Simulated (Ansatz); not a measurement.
Crystal: WAu.

```
W Au
1.0
     0.00000    2.90921    2.90921
     2.90921    0.00000    2.90921
     2.90921    2.90921    0.00000
W Au
1 1
Direct
  0.00000 0.00000 0.00000
  0.75000 0.75000 0.75000
```

The cell was built by a generator and needn't be a form met in nature.

Base run:

```yaml
Program: Ansatz 0.2.0
Functional: r2SCAN
Potentials_or_basis: Ansatz PAW
Cutoff: 500 eV
Density_cutoff: 2000 eV
k_mesh: 8 × 8 × 8
Occupations: fermi-dirac, width 0.05 eV
Spin: no spin polarisation
Hubbard_terms: Au d U = 5 eV, W d U = 5 eV
```

Its results: band gap on the k mesh none (metal or under the smearing width); pressure 16.3 GPa.

Q: After a change of settings the same cell gave: band gap on the k mesh none (metal or under the smearing width); pressure 29.1 GPa. Which change was it?
A. hubbard terms from Au d U = 5 eV, W d U = 5 eV to Au d U = 4 eV, W d U = 4 eV
B. functional from r2SCAN to LDA; cutoff from 500 eV to 420 eV; density cutoff from 2000 eV to 1680 eV; hubbard terms from Au d U = 5 eV, W d U = 5 eV to Au d U = 4 eV, W d U = 4 eV
C. functional from r2SCAN to LDA; cutoff from 500 eV to 420 eV; density cutoff from 2000 eV to 1680 eV; hubbard terms from Au d U = 5 eV, W d U = 5 eV to none; hubbard projectors from ortho-atomic (the default) to none
D. hubbard terms from Au d U = 5 eV, W d U = 5 eV to Au d U = 8 eV, W d U = 8 eV

A: D.

Caveats: U without spin polarisation on a metal has little footing; the PAW data sets come from PBE, with cores solved anew for the run's functional, which leaves a small shift of forces and pressure; the U is typed as a test and isn't derived for this compound; the density of states is complete only up to the lowest level of the last band computed; a pressure of tens of GPa on the cell as given is suspect, and the run, the potentials or the cell itself is likely at fault (some runs).

Not every run made on this cell is shown here.
